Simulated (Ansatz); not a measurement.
**Bi2AsS2 (element-swapped structure): how the settings move a single-point run**

How sensitive is a single-point run of Bi2AsS2 (element-swapped structure) to its settings? A reference run comes first, then three runs with altered input.

Computed with Ansatz 0.2.0 (reference: DFT r2SCAN, plane waves, PAW, scalar-relativistic, no spin polarisation, unless a step's input says otherwise).

1 further run of the same task is left out (it didn't finish).

## Step 1: The starting structure

The structure is monoclinic, space group C2/m (No. 12). Conventional cell: a = 11.035 Å, b = 4.064 Å, c = 12.821 Å, α = 90.00°, β = 115.25°, γ = 90.00°. Bi (site symmetry m) has 1 S at 2.59 Å and 2 As at 2.76 Å as nearest neighbours. Bi (site symmetry m) is surrounded by 3 S at 2.47 to 2.76 Å. As (site symmetry m) has 1 As at 2.53 Å and 2 Bi at 2.76 Å as nearest neighbours. S (site symmetry m) has 3 Bi at 2.59 to 2.76 Å as nearest neighbours. S (site symmetry m) has 1 Bi at 2.47 Å as nearest neighbours.

Coordinates:

```
Bi As S
1.0
     0.00000    4.06390    0.00000
     5.51741   -2.03195    0.00000
    -0.04841    2.03195  -11.59595
Bi As S
4 2 4
Direct
  0.95480 0.73410 0.82450
  0.04520 0.26590 0.17550
  0.81190 0.22590 0.60210
  0.18810 0.77410 0.39790
  0.39420 0.77280 0.98440
  0.60580 0.22720 0.01560
  0.21140 0.18520 0.76240
  0.78860 0.81480 0.23760
  0.59370 0.77900 0.59160
  0.40630 0.22100 0.40840
```

## Step 2: Baseline

Contents of input.yaml:

```yaml
crystal:
  lattice:
    - [0.0, 4.063896, 0.0]
    - [5.517414, -2.031948, 0.0]
    - [-0.04841, 2.031948, -11.595952]
  atoms:
    - { symbol: Bi, position: [0.9548, 0.7341, 0.8245] }
    - { symbol: Bi, position: [0.0452, 0.2659, 0.1755] }
    - { symbol: Bi, position: [0.8119, 0.2259, 0.6021] }
    - { symbol: Bi, position: [0.1881, 0.7741, 0.3979] }
    - { symbol: As, position: [0.3942, 0.7728, 0.9844] }
    - { symbol: As, position: [0.6058, 0.2272, 0.0156] }
    - { symbol: S, position: [0.2114, 0.1852, 0.7624] }
    - { symbol: S, position: [0.7886, 0.8148, 0.2376] }
    - { symbol: S, position: [0.5937, 0.779, 0.5916] }
    - { symbol: S, position: [0.4063, 0.221, 0.4084] }
  symmetry: { tolerance: 0.0003 }
kpoints:
  mp_grid: { grid: [5, 5, 5], shift: [0, 0, 0] }
magnetization:
  spin_polarized: false
scf:
  occupations: { method: fermi_dirac, width: 0.0905 }
hamiltonian:
  pseudopotentials: { kind: paw }
  xc: r2scan
basis:
  ecutwfc: 500
output:
  forces: true
  stress: true
  eigenvalues: true
```

Launch:

```sh
ansatz run input.yaml --threads 1 --pin off --max-ram 2560MiB --backend cpu --events-out ev --progress --plain --runs-dir out
```

## Step 3: Changing settings: occupations.method methfessel_paxton, occupations.width 0.1, n_extra_bands 4

Edit input.yaml of step 2 so:

```diff
@@ -22,3 +22,4 @@
 scf:
-  occupations: { method: fermi_dirac, width: 0.0905 }
+  occupations: { method: methfessel_paxton, width: 0.1 }
+  n_extra_bands: 4
 hamiltonian:
@@ -32 +33,5 @@
   eigenvalues: true
+  write_density: true
+  write_potential: true
+  elf: true
+  volumetric_format: npy
```

## Step 4: Changing settings: occupations.method cold, occupations.width 0.05, spin_polarized left out

Edit input.yaml of step 2 so:

```diff
@@ -19,6 +19,4 @@
   mp_grid: { grid: [5, 5, 5], shift: [0, 0, 0] }
-magnetization:
-  spin_polarized: false
 scf:
-  occupations: { method: fermi_dirac, width: 0.0905 }
+  occupations: { method: cold, width: 0.05 }
 hamiltonian:
@@ -32 +30,5 @@
   eigenvalues: true
+  write_density: true
+  write_potential: true
+  elf: true
+  volumetric_format: npy
```

## Step 5: Variant: mp_grid.grid [8, 8, 8], lower_state_search off

Edit input.yaml of step 2 so:

```diff
@@ -18,3 +18,3 @@
 kpoints:
-  mp_grid: { grid: [5, 5, 5], shift: [0, 0, 0] }
+  mp_grid: { grid: [8, 8, 8], shift: [0, 0, 0] }
 magnetization:
@@ -23,2 +23,3 @@
   occupations: { method: fermi_dirac, width: 0.0905 }
+  lower_state_search: "off"
 hamiltonian:
```

Before running it: what results should come out? Wanted: for each run, ending; energy change; pressure; gap; force.

The runs gave:

| run | ending | energy change | pressure (GPa) | gap (eV) | force (eV/Å) | cycles | time |
| --- | --- | --- | --- | --- | --- | --- | --- |
| reference | converged | 0 | 1.3 | 0.70 | 0.96 | 8 | 87 s |
| 1: occupations.method methfessel_paxton, occupations.width 0.1, n_extra_bands 4 | converged | -0.1 meV/atom (σ→0) | 1.3 | 0.70 | 0.96 | 8 | 1.7 min |
| 2: occupations.method cold, occupations.width 0.05, spin_polarized left out | converged | -0.1 meV/atom (σ→0) | 1.3 | 0.70 | 0.96 | 8 | 1.8 min |
| 3: mp_grid.grid [8, 8, 8], lower_state_search off | converged | -0.6 meV/atom | 1.3 | 0.40 | 0.96 | 8 | 5.1 min |

Times don't compare one to one where runs were asked for different outputs or read a saved state (see the inputs); cycles may leave out searches for a lower state.

Residual by cycle in the longest SCF loop of each run; runs are numbered as in the table. The quantity is the density residual dr2, in eV.

| cycle | reference | run 1 | run 2 | run 3 |
| --- | --- | --- | --- | --- |
| 1 | 0.0421 | 0.0424 | 0.0425 | 0.0412 |
| 2 | 0.0144 | 0.0149 | 0.0144 | 0.0143 |
| 3 | 0.0016 | 0.00157 | 0.00163 | 0.00155 |
| 4 | 9.8e-5 | 9.7e-5 | 1.0e-4 | 9.9e-5 |
| 5 | 3.6e-5 | 2.5e-5 | 3.5e-5 | 3.5e-5 |
| 6 | 1.4e-6 | 1.3e-6 | 1.3e-6 | 1.3e-6 |
| 7 | 1.6e-7 | 1.2e-7 | 1.5e-7 | 1.5e-7 |
| 8 | 7.6e-9 | 8.5e-9 | 7.4e-9 | 7.3e-9 |

**Reading.** The gap spans 0.40 to 0.70 eV over the reference and the converged variants (gaps read on unlike meshes, which can miss the band edges). The gap of the reference lacks spin-orbit coupling, though the cell holds Bi.

The reference has limits of its own: spin-orbit coupling, which can shrink the gap with elements this heavy, is left out; the structure is made up and not relaxed.

These are semilocal Kohn-Sham gaps, which aren't the measured quantity. Such gaps usually fall short of the measured ones; spin-orbit coupling, left out here, narrows gaps with Bi, so the two errors partly cancel.
